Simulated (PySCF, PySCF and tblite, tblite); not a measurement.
# C5H9BO3: conformers and averaged spectra

Which conformers does C5H9BO3 (`OB(O)[C@@]12CCC[C@@H]1O2`) populate, and what do their averaged NMR parameters look like?

Programs: PySCF 2.14.0 with density-fitted response routines of our own, and tblite 0.8.0. All values are computed, except where a source is named. Atoms count from 0 throughout.

## (1) The molecule as given

18 atoms, charge 0, multiplicity 1; geometry from: UFF geometry.

Bonds of the start (Å): B1–C3 1.59, B1–O2 1.48, C3–C4 1.51, C3–C7 1.48, C3–O8 1.41, C4–C5 1.53, C4–H11 1.12, C4–H12 1.11, C5–C6 1.53, C5–H13 1.11, C5–H14 1.10, C6–C7 1.53, C6–H15 1.11, C6–H16 1.12, C7–H17 1.11, C7–O8 1.40, O0–B1 1.46, O0–H9 0.99, O2–H10 0.99.

## (2) GFN2-xTB relaxation, conformer 1

What the job is given:

```
{"job": {"xc": "GFN2-xTB", "basis": "xTB", "kind": "relax"}, "charge": 0, "multiplicity": 1}
O      2.502200    -0.537400    -1.375400
B      2.004400     0.189500    -0.209100
O      2.974000     0.741800     0.756900
C      0.440600     0.355300     0.035700
C     -0.587500     0.426300    -1.064300
C     -1.928000     0.029100    -0.451000
C     -1.597400    -0.653400     0.875300
C     -0.148400    -0.311700     1.212800
O      0.101600     1.070200     1.204000
H      2.558700    -1.478600    -1.075100
H      3.137200     1.660500     0.420700
H     -0.322400    -0.292400    -1.876100
H     -0.633600     1.457800    -1.480500
H     -2.525100     0.941500    -0.258400
H     -2.497500    -0.637900    -1.118800
H     -1.694800    -1.757200     0.782700
H     -2.273700    -0.304000     1.691400
H      0.480900    -0.893200     1.917500
```

Launch:

```bash
$ OMP_NUM_THREADS=1 python ens_run.py task.json out
```

This one command runs the whole study; its stages follow in the order run.

Standard output:

```text
step      E/eV     max force
  0    -782.24538    3.059
  1    -782.58844    1.947
  2    -782.72078    0.945
  3    -782.74876    0.643
  4    -782.79437    0.400
  5    -782.80922    0.391
  6    -782.85148    0.530
  7    -782.88435    0.561
  8    -782.92607    0.884
  9    -782.97339    0.722
 10    -783.02737    1.137
 11    -783.07376    1.159
 12    -783.11761    1.153
 13    -783.17884    0.775
 14    -783.21939    0.589
 15    -783.26384    0.675
 16    -783.30277    0.626
 17    -783.36657    0.849
 18    -783.42494    1.219
 19    -783.48002    0.953
 20    -783.51312    1.468
 21    -783.56623    0.611
 22    -783.60633    0.853
 23    -783.64564    0.965
 24    -783.67659    0.763
 25    -783.71357    0.425
 26    -783.74244    0.308
 27    -783.76319    0.328
 28    -783.76540    0.744
 29    -783.77683    0.522
 30    -783.78211    0.275
 31    -783.78779    0.158
 32    -783.79275    0.283
 33    -783.79683    0.284
 34    -783.80089    0.205
 35    -783.80447    0.117
 36    -783.80793    0.118
 37    -783.81162    0.126
 38    -783.81557    0.145
 39    -783.81961    0.131
 40    -783.82377    0.133
 41    -783.82755    0.115
 42    -783.83018    0.119
 43    -783.83192    0.108
 44    -783.83362    0.112
 45    -783.83602    0.115
 46    -783.83953    0.159
 47    -783.84364    0.150
 48    -783.84758    0.196
 49    -783.85152    0.194
 50    -783.85624    0.159
 51    -783.86222    0.216
 52    -783.86820    0.208
 53    -783.87237    0.214
 54    -783.87511    0.183
 55    -783.87746    0.119
 56    -783.87928    0.107
 57    -783.88015    0.119
 58    -783.88100    0.072
 59    -783.88154    0.075
 60    -783.88222    0.059
 61    -783.88262    0.047
 62    -783.88297    0.072
 63    -783.88327    0.055
 64    -783.88372    0.064
 65    -783.88422    0.065
 66    -783.88470    0.059
 67    -783.88509    0.041
 68    -783.88542    0.040
 69    -783.88575    0.056
 70    -783.88608    0.056
 71    -783.88635    0.041
 72    -783.88657    0.030
 73    -783.88657    0.030
 74    -783.88666    0.025
 75    -783.88686    0.026
 76    -783.88693    0.028
 77    -783.88707    0.024
 78    -783.88718    0.027
 79    -783.88735    0.032
 80    -783.88753    0.033
 81    -783.88773    0.033
 82    -783.88790    0.031
 83    -783.88802    0.023
 84    -783.88812    0.022
 85    -783.88821    0.021
 86    -783.88831    0.025
 87    -783.88842    0.026
 88    -783.88855    0.032
 89    -783.88868    0.030
 90    -783.88880    0.023
 91    -783.88890    0.025
 92    -783.88900    0.022
 93    -783.88911    0.029
 94    -783.88925    0.028
 95    -783.88939    0.029
 96    -783.88950    0.027
 97    -783.88960    0.026
 98    -783.88971    0.027
 99    -783.88984    0.027
100    -783.88996    0.030
101    -783.89006    0.027
102    -783.89014    0.017
103    -783.89021    0.017
104    -783.89027    0.017
105    -783.89031    0.018
106    -783.89035    0.018
107    -783.89040    0.015
108    -783.89044    0.016
109    -783.89048    0.015
110    -783.89051    0.014
111    -783.89053    0.012
112    -783.89057    0.017
113    -783.89060    0.016
114    -783.89064    0.014
115    -783.89068    0.020
116    -783.89073    0.021
117    -783.89079    0.024
118    -783.89084    0.018
119    -783.89090    0.016
120    -783.89094    0.020
121    -783.89099    0.021
122    -783.89103    0.015
123    -783.89105    0.010
124    -783.89107    0.008
125    -783.89108    0.010
126    -783.89109    0.009
127    -783.89110    0.005
128    -783.89110    0.004
```

Run time: 1 s. Hardware: 1 thread of AMD EPYC 7B13, shared host.

The energy fell by 1.646 eV, and the atoms moved 0.44 Å (root mean square).

## (3) Shieldings, conformer 1: PBE0/pcSseg-1

What the job is given:

```
{"job": {"xc": "PBE0", "basis": "pcSseg-1", "kind": "nmr", "pop": true}, "charge": 0, "multiplicity": 1}
O      2.406031    -0.714994    -1.365964
B      2.012274     0.055601    -0.335421
O      2.927723     0.657240     0.462402
C      0.465280     0.244175    -0.044591
C     -0.599925     0.226226    -1.132301
C     -1.931616     0.165923    -0.371415
C     -1.619359    -0.578694     0.933304
C     -0.175286    -0.219506     1.202151
O      0.150091     1.125917     1.032398
H      3.357576    -0.773399    -1.466500
H      2.541194     1.209247     1.145551
H     -0.438836    -0.665333    -1.739062
H     -0.535801     1.102171    -1.776042
H     -2.256239     1.179240    -0.135712
H     -2.713749    -0.323340    -0.948820
H     -1.691521    -1.659874     0.803791
H     -2.277023    -0.276213     1.747809
H      0.370427    -0.748068     1.976765
```

Standard output:

```text
coarse grid: 15360 points
cycle   1  E = -445.7569868187  dE =  1.601e+00  |g| = 9.756e-01  |ddm| = 3.825e+00
cycle   2  E = -445.5919692366  dE =  1.650e-01  |g| = 1.386e+00  |ddm| = 1.587e+00
cycle   3  E = -445.9277832546  dE = -3.358e-01  |g| = 1.305e-01  |ddm| = 1.018e+00
cycle   4  E = -445.9305287691  dE = -2.746e-03  |g| = 6.344e-02  |ddm| = 1.465e-01
cycle   5  E = -445.9312546294  dE = -7.259e-04  |g| = 1.367e-02  |ddm| = 5.656e-02
cycle   6  E = -445.9312863429  dE = -3.171e-05  |g| = 4.279e-03  |ddm| = 1.312e-02
cycle   7  E = -445.9312899990  dE = -3.656e-06  |g| = 9.102e-04  |ddm| = 4.417e-03
final grid: 149224 points
cycle   8  E = -446.0139880883  dE = -5.165e-05  |g| = 1.317e-02  |ddm| = 3.700e-02
cycle   9  E = -446.0139428139  dE =  4.527e-05  |g| = 2.044e-02  |ddm| = 2.418e-02
cycle  10  E = -446.0140222245  dE = -7.941e-05  |g| = 1.751e-03  |ddm| = 1.506e-02
cycle  11  E = -446.0140228274  dE = -6.030e-07  |g| = 3.170e-04  |ddm| = 1.658e-03
cycle  12  E = -446.0140228438  dE = -1.635e-08  |g| = 1.036e-04  |ddm| = 2.922e-04
cycle  13  E = -446.0140228455  dE = -1.762e-09  |g| = 3.584e-05  |ddm| = 9.267e-05
cycle  14  E = -446.0140228458  dE = -2.509e-10  |g| = 4.872e-06  |ddm| = 3.237e-05
converged SCF energy = -446.0140228458

GIAO shielding tensors (ppm)
atom      isotropic    diamagn.    paramagn.     s11        s22        s33       span
  0 O      225.863     385.720    -159.856    123.246    262.278    292.066    168.821
  1 B       71.991     194.429    -122.439     57.517     65.440     93.015     35.498
  2 O      216.031     387.474    -171.443     86.760    263.149    298.184    211.424
  3 C      133.006     257.350    -124.343     79.327    130.080    189.612    110.285
  4 C      155.372     245.416     -90.044    132.827    160.156    173.133     40.306
  5 C      165.333     248.401     -83.068    142.134    172.990    180.873     38.738
  6 C      155.203     248.894     -93.691    135.130    158.110    172.368     37.238
  7 C      126.046     253.163    -127.117     85.064    118.811    174.264     89.200
  8 O      305.299     401.189     -95.890    166.441    364.962    384.495    218.054
  9 H       27.469      28.338      -0.868     21.267     22.528     38.612     17.345
 10 H       26.737      33.253      -6.516     18.404     28.039     33.768     15.364
 11 H       29.966      30.851      -0.885     24.114     29.080     36.704     12.590
 12 H       29.841      30.252      -0.411     25.057     28.080     36.386     11.329
 13 H       30.189      30.675      -0.486     26.208     26.445     37.913     11.705
 14 H       30.289      29.181       1.108     25.066     27.616     38.186     13.120
 15 H       30.306      30.564      -0.258     25.928     27.346     37.644     11.716
 16 H       29.664      29.453       0.211     25.336     26.864     36.792     11.456
 17 H       28.724      32.806      -4.082     22.177     27.330     36.664     14.487
```

It took 32 s on 1 thread of AMD EPYC 7B13, shared host; peak memory 0.92 GiB.

In short: HOMO -7.62 eV, LUMO 1.04 eV; dipole 0.97 D.

## (4) Boltzmann average: properties at PBE0/pcSseg-1

What the job is given:

```
{"job": {"study": "conf", "smiles": "OB(O)[C@@]12CCC[C@@H]1O2", "search": {"seed": 1064, "n_embed": 200, "ff_keep": 26, "window": 3.0, "nmax": 8, "temps": [150, 200, 250, 298.15, 400], "t_ref": 298.15, "order": 0.001}, "level": {"nmr": {"xc": "PBE0", "basis": "pcSseg-1"}}, "kind": "conf"}, "charge": 0, "multiplicity": 1}
O      2.406031    -0.714994    -1.365964
B      2.012274     0.055601    -0.335421
O      2.927723     0.657240     0.462402
C      0.465280     0.244175    -0.044591
C     -0.599925     0.226226    -1.132301
C     -1.931616     0.165923    -0.371415
C     -1.619359    -0.578694     0.933304
C     -0.175286    -0.219506     1.202151
O      0.150091     1.125917     1.032398
H      3.357576    -0.773399    -1.466500
H      2.541194     1.209247     1.145551
H     -0.438836    -0.665333    -1.739062
H     -0.535801     1.102171    -1.776042
H     -2.256239     1.179240    -0.135712
H     -2.713749    -0.323340    -0.948820
H     -1.691521    -1.659874     0.803791
H     -2.277023    -0.276213     1.747809
H      0.370427    -0.748068     1.976765
```

Standard output:

```text
conformer  sym    E(xTB)   E(DFT)   G(298.15 K)  weight  dipole/D
    1     C1      0.000    0.000    0.000   1.0000    0.970

mean shielding (ppm) by class
class atoms           150 K      200 K      250 K   298.15 K      400 K
  0 O  0,2          220.947    220.947    220.947    220.947    220.947
  1 B  1             71.991     71.991     71.991     71.991     71.991
  2 C  3            133.006    133.006    133.006    133.006    133.006
  3 C  4            155.372    155.372    155.372    155.372    155.372
  4 C  5            165.333    165.333    165.333    165.333    165.333
  5 C  6            155.203    155.203    155.203    155.203    155.203
  6 C  7            126.046    126.046    126.046    126.046    126.046
  7 O  8            305.299    305.299    305.299    305.299    305.299
  8 H  9,10          27.103     27.103     27.103     27.103     27.103
  9 H  11            29.966     29.966     29.966     29.966     29.966
 10 H  12            29.841     29.841     29.841     29.841     29.841
 11 H  13            30.189     30.189     30.189     30.189     30.189
 12 H  14            30.289     30.289     30.289     30.289     30.289
 13 H  15            30.306     30.306     30.306     30.306     30.306
 14 H  16            29.664     29.664     29.664     29.664     29.664
 15 H  17            28.724     28.724     28.724     28.724     28.724
```

Run time: 45 s. Hardware: 1 thread of AMD EPYC 7B13, shared host. This counts the runs that the step sums up.

The search (ETKDG and KDG, UFF, GFN2-xTB) embedded 200 structures, kept 16 distinct ones after the force field and 3 after xTB; 1 was carried on (window 3.0 kcal/mol at the search's own energies). Energies: PBE0/pcSseg-1 with D3(BJ).

Conformer by conformer (298 K):

| no. | group | mirror pair | ΔE xTB | ΔE DFT | ΔG | weight (%) | μ (D) | H9–O0–B1–O2 (°) | O0–B1–O2–H10 (°) | O0–B1–C3–O8 (°) | A, B, C (GHz) |
| --- | --- | --- | --- | --- | --- | --- | --- | --- | --- | --- | --- |
| 1 | C1 | no | 0.00 | 0.00 | 0.00 | 100.0 | 0.97 | -1 | 178 | -177 | 3.25, 1.21, 1.03 |

Energies in kcal/mol. ΔG holds xTB vibrations and rotation, symmetry numbers and mirror pairs.

Shifts against references run at the same level (17O H2O 336.1, 13C TMS 186.9, 11B BF3·OEt2 100.1, 1H TMS 31.72 ppm of shielding), by class of atoms, at 298 K:

| atoms | environment | average |
| --- | --- | --- |
| C7 | epoxide ring carbon | 60.9 |
| C3 | epoxide ring carbon | 53.9 |
| C6 | sp3 CH2 in a ring | 31.7 |
| C4 | sp3 CH2 in a ring | 31.6 |
| C5 | sp3 CH2 in a ring | 21.6 |
| H9, H10 | hydrogen on an oxygen bonded to B | 4.61 |
| H17 | hydrogen on an epoxide ring carbon | 2.99 |
| H16 | hydrogen on an sp3 CH2 in a ring | 2.05 |
| H12 | hydrogen on an sp3 CH2 in a ring | 1.88 |
| H11 | hydrogen on an sp3 CH2 in a ring | 1.75 |
| H13 | hydrogen on an sp3 CH2 in a ring | 1.53 |
| H14 | hydrogen on an sp3 CH2 in a ring | 1.43 |
| H15 | hydrogen on an sp3 CH2 in a ring | 1.41 |
| O0, O2 | oxygen bonded to B, H | 115.1 |
| O8 | ether oxygen | 30.8 |
| B1 | boron bonded to C, 2 O | 28.1 |

Effective distances for nuclear Overhauser effects, ⟨r⁻⁶⟩^(−1/6) over all pairs of two classes (Å): H11···H12 1.77; H13···H14 1.77; H15···H16 1.77; H12···H13 2.38; H13···H16 2.38; H11···H14 2.43; H14···H15 2.43; H15···H17 2.54.

## (5) Shieldings, conformer 1: wB97X/pcSseg-1 in acetone

Changed since step 3:

```diff
@@ -1,2 +1,2 @@
-{"job": {"xc": "PBE0", "basis": "pcSseg-1", "kind": "nmr", "pop": true}, "charge": 0, "multiplicity": 1}
+{"job": {"xc": "wB97X", "basis": "pcSseg-1", "solvent": "acetone", "grid": 3, "kind": "nmr", "pop": false}, "charge": 0, "multiplicity": 1}
 O      2.406031    -0.714994    -1.365964
```

Standard output:

```text
coarse grid: 15360 points
cycle   1  E = -446.1470807029  dE =  2.086e+00  |g| = 1.001e+00  |ddm| = 3.764e+00
cycle   2  E = -446.1567589073  dE = -9.678e-03  |g| = 1.051e+00  |ddm| = 1.154e+00
cycle   3  E = -446.3347067986  dE = -1.779e-01  |g| = 7.039e-02  |ddm| = 5.939e-01
cycle   4  E = -446.3356153778  dE = -9.086e-04  |g| = 4.498e-02  |ddm| = 8.472e-02
cycle   5  E = -446.3359754507  dE = -3.601e-04  |g| = 1.128e-02  |ddm| = 3.922e-02
cycle   6  E = -446.3360004316  dE = -2.498e-05  |g| = 1.950e-03  |ddm| = 1.127e-02
cycle   7  E = -446.3360015934  dE = -1.162e-06  |g| = 7.018e-04  |ddm| = 3.169e-03
final grid: 215160 points
cycle   8  E = -446.4230229561  dE = -1.877e-04  |g| = 6.368e-03  |ddm| = 4.868e-02
cycle   9  E = -446.4230269823  dE = -4.026e-06  |g| = 5.309e-03  |ddm| = 9.369e-03
cycle  10  E = -446.4230314340  dE = -4.452e-06  |g| = 7.589e-04  |ddm| = 2.755e-03
cycle  11  E = -446.4230315797  dE = -1.457e-07  |g| = 3.022e-04  |ddm| = 1.286e-03
cycle  12  E = -446.4230316019  dE = -2.218e-08  |g| = 8.531e-05  |ddm| = 3.232e-04
cycle  13  E = -446.4230316040  dE = -2.144e-09  |g| = 3.812e-05  |ddm| = 1.534e-04
cycle  14  E = -446.4230316044  dE = -3.564e-10  |g| = 8.147e-06  |ddm| = 5.405e-05
converged SCF energy = -446.4230316044

GIAO shielding tensors (ppm)
atom      isotropic    diamagn.    paramagn.     s11        s22        s33       span
  0 O      237.396     388.073    -150.677    136.371    274.785    301.031    164.660
  1 B       73.589     194.135    -120.547     59.750     67.365     93.650     33.900
  2 O      228.974     389.129    -160.156    107.926    274.665    304.329    196.403
  3 C      137.554     257.468    -119.914     83.872    135.922    192.867    108.995
  4 C      159.355     246.115     -86.760    136.803    164.373    176.889     40.086
  5 C      169.008     248.364     -79.356    146.334    176.397    184.293     37.960
  6 C      159.303     249.001     -89.698    139.061    162.634    176.214     37.153
  7 C      130.270     253.468    -123.198     88.613    124.450    177.748     89.135
  8 O      319.530     403.484     -83.954    181.874    379.694    397.022    215.148
  9 H       26.917      27.807      -0.890     20.166     21.876     38.708     18.542
 10 H       26.559      33.333      -6.774     17.857     27.689     34.131     16.275
 11 H       30.140      31.228      -1.089     24.247     29.181     36.990     12.743
 12 H       29.903      30.408      -0.504     25.028     28.060     36.622     11.594
 13 H       30.420      31.002      -0.583     26.389     26.663     38.208     11.820
 14 H       30.250      29.129       1.122     24.945     27.451     38.355     13.410
 15 H       30.249      30.591      -0.342     25.788     27.169     37.790     12.002
 16 H       29.719      29.467       0.252     25.270     26.830     37.058     11.788
 17 H       28.543      32.501      -3.959     22.013     26.921     36.694     14.681
```

Run time: 44 s. Hardware: 1 thread of AMD EPYC 7B13, shared host; peak memory 1.1 GiB.

This run: HOMO -10.08 eV, LUMO 3.34 eV; dipole 1.36 D.

## (6) Single-point energy, conformer 1: LC-wPBE/cc-pVDZ in acetone

Changed since step 5:

```diff
@@ -1,2 +1,2 @@
-{"job": {"xc": "wB97X", "basis": "pcSseg-1", "solvent": "acetone", "grid": 3, "kind": "nmr", "pop": false}, "charge": 0, "multiplicity": 1}
+{"job": {"xc": "LC-wPBE", "basis": "cc-pVDZ", "solvent": "acetone", "kind": "sp"}, "charge": 0, "multiplicity": 1}
 O      2.406031    -0.714994    -1.365964
```

Standard output:

```text
coarse grid: 15360 points
cycle   1  E = -446.1234717264  dE =  2.209e+00  |g| = 9.861e-01  |ddm| = 7.780e+00
cycle   2  E = -446.1474969859  dE = -2.403e-02  |g| = 9.927e-01  |ddm| = 2.469e+00
cycle   3  E = -446.3170147098  dE = -1.695e-01  |g| = 7.420e-02  |ddm| = 1.186e+00
cycle   4  E = -446.3181288058  dE = -1.114e-03  |g| = 4.391e-02  |ddm| = 1.520e-01
cycle   5  E = -446.3185018325  dE = -3.730e-04  |g| = 1.110e-02  |ddm| = 7.252e-02
cycle   6  E = -446.3185281777  dE = -2.635e-05  |g| = 1.901e-03  |ddm| = 1.865e-02
cycle   7  E = -446.3185294617  dE = -1.284e-06  |g| = 8.035e-04  |ddm| = 5.344e-03
final grid: 149224 points
cycle   8  E = -446.3215418919  dE = -6.563e-05  |g| = 5.530e-03  |ddm| = 7.045e-02
cycle   9  E = -446.3215449314  dE = -3.040e-06  |g| = 4.863e-03  |ddm| = 1.617e-02
cycle  10  E = -446.3215497256  dE = -4.794e-06  |g| = 6.915e-04  |ddm| = 7.084e-03
cycle  11  E = -446.3215498222  dE = -9.659e-08  |g| = 3.302e-04  |ddm| = 1.375e-03
cycle  12  E = -446.3215498159  dE =  6.284e-09  |g| = 3.899e-05  |ddm| = 5.935e-04
cycle  13  E = -446.3215498166  dE = -6.610e-10  |g| = 1.057e-05  |ddm| = 1.230e-04
converged SCF energy = -446.3215498166
```

Wall time 13 s (1 thread of AMD EPYC 7B13, shared host); peak memory 0.86 GiB.

Key values: HOMO -10.14 eV, LUMO 3.75 eV; dipole 1.20 D.

## (7) Boltzmann average: properties at wB97X/pcSseg-1 in acetone

Changed since step 4:

```diff
@@ -1,2 +1,2 @@
-{"job": {"study": "conf", "smiles": "OB(O)[C@@]12CCC[C@@H]1O2", "search": {"seed": 1064, "n_embed": 200, "ff_keep": 26, "window": 3.0, "nmax": 8, "temps": [150, 200, 250, 298.15, 400], "t_ref": 298.15, "order": 0.001}, "level": {"nmr": {"xc": "PBE0", "basis": "pcSseg-1"}}, "kind": "conf"}, "charge": 0, "multiplicity": 1}
+{"job": {"study": "conf", "smiles": "OB(O)[C@@]12CCC[C@@H]1O2", "search": {"seed": 1064, "n_embed": 200, "ff_keep": 26, "window": 3.0, "nmax": 8, "temps": [150, 200, 250, 298.15, 400], "t_ref": 298.15, "order": 0.001}, "level": {"nmr": {"xc": "wB97X", "basis": "pcSseg-1", "solvent": "acetone", "grid": 3}, "sp": {"xc": "LC-wPBE", "basis": "cc-pVDZ", "solvent": "acetone"}, "change": "wB97X/pcSseg-1; solvent acetone; energies LC-wPBE/cc-pVDZ; grid level 3", "top": 4}, "kind": "conf"}, "charge": 0, "multiplicity": 1}
 O      2.406031    -0.714994    -1.365964
```

Standard output:

```text
conformer  sym    E(xTB)   E(DFT)   G(298.15 K)  weight  dipole/D
    1     C1      0.000    0.000    0.000   1.0000    1.196

mean shielding (ppm) by class
class atoms           150 K      200 K      250 K   298.15 K      400 K
  0 O  0,2          233.185    233.185    233.185    233.185    233.185
  1 B  1             73.588     73.588     73.588     73.588     73.588
  2 C  3            137.554    137.554    137.554    137.554    137.554
  3 C  4            159.355    159.355    159.355    159.355    159.355
  4 C  5            169.008    169.008    169.008    169.008    169.008
  5 C  6            159.303    159.303    159.303    159.303    159.303
  6 C  7             130.27     130.27     130.27     130.27     130.27
  7 O  8             319.53     319.53     319.53     319.53     319.53
  8 H  9,10          26.738     26.738     26.738     26.738     26.738
  9 H  11             30.14      30.14      30.14      30.14      30.14
 10 H  12            29.903     29.903     29.903     29.903     29.903
 11 H  13             30.42      30.42      30.42      30.42      30.42
 12 H  14             30.25      30.25      30.25      30.25      30.25
 13 H  15            30.249     30.249     30.249     30.249     30.249
 14 H  16            29.719     29.719     29.719     29.719     29.719
 15 H  17            28.543     28.543     28.543     28.543     28.543
```

It took 57 s on 1 thread of AMD EPYC 7B13, shared host. This counts the runs that the step sums up.

Against the first level, at 298 K (shieldings, ppm; largest changes first):

| atoms | PBE0/pcSseg-1 | wB97X/pcSseg-1 in acetone | change |
| --- | --- | --- | --- |
| O8 | 305.3 | 319.5 | +14.2 |
| O0, O2 | 220.9 | 233.2 | +12.2 |
| C3 | 133.0 | 137.6 | +4.5 |
| C7 | 126.0 | 130.3 | +4.2 |
| C6 | 155.2 | 159.3 | +4.1 |
| C4 | 155.4 | 159.4 | +4.0 |
| C5 | 165.3 | 169.0 | +3.7 |
| B1 | 72.0 | 73.6 | +1.6 |
| H9, H10 | 27.10 | 26.74 | -0.37 |
| H13 | 30.19 | 30.42 | +0.23 |

Weights: from PBE0/pcSseg-1 energies 1: 100 %; from LC-wPBE/cc-pVDZ in acetone energies 1: 100 % (with a dispersion term where the level has one and the same thermal terms, so they don't follow from the SCF energies alone). Times: 45 s and 57 s.

## (8) Results

| quantity | value |
| --- | --- |
| conformers | 1; the first in weight is no. 1 (C1), 100 % at 298 K |
| root-mean-square dipole | 0.97 D |
| averaged 13C shifts (PBE0/pcSseg-1) | 60.9, 53.9, 31.7, 31.6, 21.6 ppm |
| averaged 1H shifts (PBE0/pcSseg-1) | 4.61, 2.99, 2.05, 1.88, 1.75, 1.53, 1.43, 1.41 ppm |

What this shows: The search found one conformer in the window, so the averages are its own values. Protons on O, N, S or Se exchange and bind to solvent, so their values hold for the lone molecule only. Going from PBE0/pcSseg-1 to wB97X/pcSseg-1 in acetone moves O8 most, by 14.2 ppm of raw shielding.
